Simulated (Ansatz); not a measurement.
# C2H10B2Si: up Jacob's ladder to CCSD(T)

How much do the methods differ for C2H10B2Si? The plan is to run it at one geometry with functionals of several rungs and with coupled cluster, and see how far each lands from CCSD(T) at the basis-set limit for the atomisation energy.

Method: functionals in def2-TZVPP, the program's frozen cores in correlated methods; program: Ansatz 0.2.0, Gaussian basis.

The runs, in order: PBE-D4, r2SCAN-D4, PBE0-D4, B3LYP-D4, ωB97X-V, ωB97M-V, B2PLYP; CCSD(T)/def2-TZVPP; MP2/def2-QZVPP; extrapolation to the limit.

### 1 The geometry

An earlier PBE0-D4 in a triple-zeta def2 set relaxation fixed the geometry.

SMILES `BB(C)C[SiH3]`, 15 atoms, charge 0, spin multiplicity 1.

Atoms are counted from 1 here; the program's logs count them from 0.

Bond lengths: B1–B2 1.656 Å, B1–H6 1.202 Å, B1–H7 1.201 Å, B2–C3 1.577 Å, B2–C4 1.561 Å, C3–H8 1.092 Å, C3–H9 1.100 Å, C3–H10 1.094 Å, C4–Si5 1.885 Å, C4–H11 1.095 Å, C4–H12 1.096 Å, Si5–H13 1.487 Å, Si5–H14 1.487 Å, Si5–H15 1.487 Å. Angles: B2–B1–H6 121.1°, B2–B1–H7 123.5°, H6–B1–H7 115.4°, B1–B2–C3 119.1°, B1–B2–C4 121.9°, C3–B2–C4 118.9°, B2–C3–H8 115.2°, B2–C3–H9 106.5°, B2–C3–H10 113.1°, H8–C3–H9 106.0°, H8–C3–H10 109.0°, H9–C3–H10 106.4°, B2–C4–Si5 108.8°, B2–C4–H11 114.7°, B2–C4–H12 112.9°, Si5–C4–H11 104.9°, Si5–C4–H12 105.9°, H11–C4–H12 109.0° and more.

### 2 PBE-D4 (GGA)

Contents of in.yaml:

```yaml
crystal:
  periodic: [false, false, false]
  atoms:
    - {symbol: B, position_ang: [-1.452117, -1.338186, 0.766040]}
    - {symbol: B, position_ang: [-0.206348, -0.727009, -0.137089]}
    - {symbol: C, position_ang: [1.195820, -1.448544, -0.096243]}
    - {symbol: C, position_ang: [-0.350745, 0.595898, -0.953053]}
    - {symbol: Si, position_ang: [0.147339, 2.044621, 0.144950]}
    - {symbol: H, position_ang: [-2.211831, -2.148694, 0.307205]}
    - {symbol: H, position_ang: [-1.649415, -1.037963, 1.911886]}
    - {symbol: H, position_ang: [1.163403, -2.513399, 0.144354]}
    - {symbol: H, position_ang: [1.768546, -0.971709, 0.712439]}
    - {symbol: H, position_ang: [1.778227, -1.308096, -1.011553]}
    - {symbol: H, position_ang: [-1.371749, 0.825197, -1.275251]}
    - {symbol: H, position_ang: [0.314942, 0.636086, -1.822655]}
    - {symbol: H, position_ang: [0.079116, 3.315856, -0.624171]}
    - {symbol: H, position_ang: [-0.764094, 2.150456, 1.314989]}
    - {symbol: H, position_ang: [1.537007, 1.874586, 0.647449]}
basis:
  gaussian: {orbitals: def2-TZVPP}
hamiltonian: {xc: pbe, dispersion: d4}
output: {forces: true, orbitals: {seedname: orbitals}}
```

Launch:

```bash
> ansatz run in.yaml --threads 4 --pin off --events-out ev --progress --plain --max-ram 10444MiB
```

After this run come: r2SCAN-D4 (meta-GGA); PBE0-D4 (hybrid); B3LYP-D4 (hybrid); ωB97X-V (range-separated); ωB97M-V (range-separated); B2PLYP (double hybrid); CCSD(T) in def2-TZVPP; MP2 in def2-QZVPP.

Q: Predict the results of all the runs planned. Wanted: atomisation energy, CCSD(T)/CBS; farthest; mean size of error, hybrid; mean size of error, range-separated; gap, smallest and largest; T1 diagnostic; triples share of the correlation energy.

As calculated:

| quantity | value |
| --- | --- |
| atomisation energy, CCSD(T)/CBS | 5322.4 kJ/mol |
| functionals within 26.6 kJ/mol (0.5 %) | none; nearest B2PLYP (-26.7 kJ/mol) |
| farthest | PBE-D4 (+64.3 kJ/mol) |
| mean size of error, hybrid | 40.2 kJ/mol |
| mean size of error, range-separated | 40.8 kJ/mol |
| gap, smallest and largest | 3.89 eV (PBE-D4), 10.81 eV (ωB97X-V) |
| T1 diagnostic | 0.0115 |
| triples share of the correlation energy | 3.6 % |

What this shows: PBE-D4 misses by +64.3 kJ/mol. Double hybrids carry the basis error of their MP2 part in triple zeta, and no dispersion term here, so their miss is partly the set-up's. Misses under about 26.6 kJ/mol are within the doubt on the reference itself, which lacks core-valence correlation, relativity and higher excitations. Hartree-Fock recovers 79 % of the binding; the rest is correlation. Orbital gaps span 3.9 to 10.8 eV; exact exchange widens them.
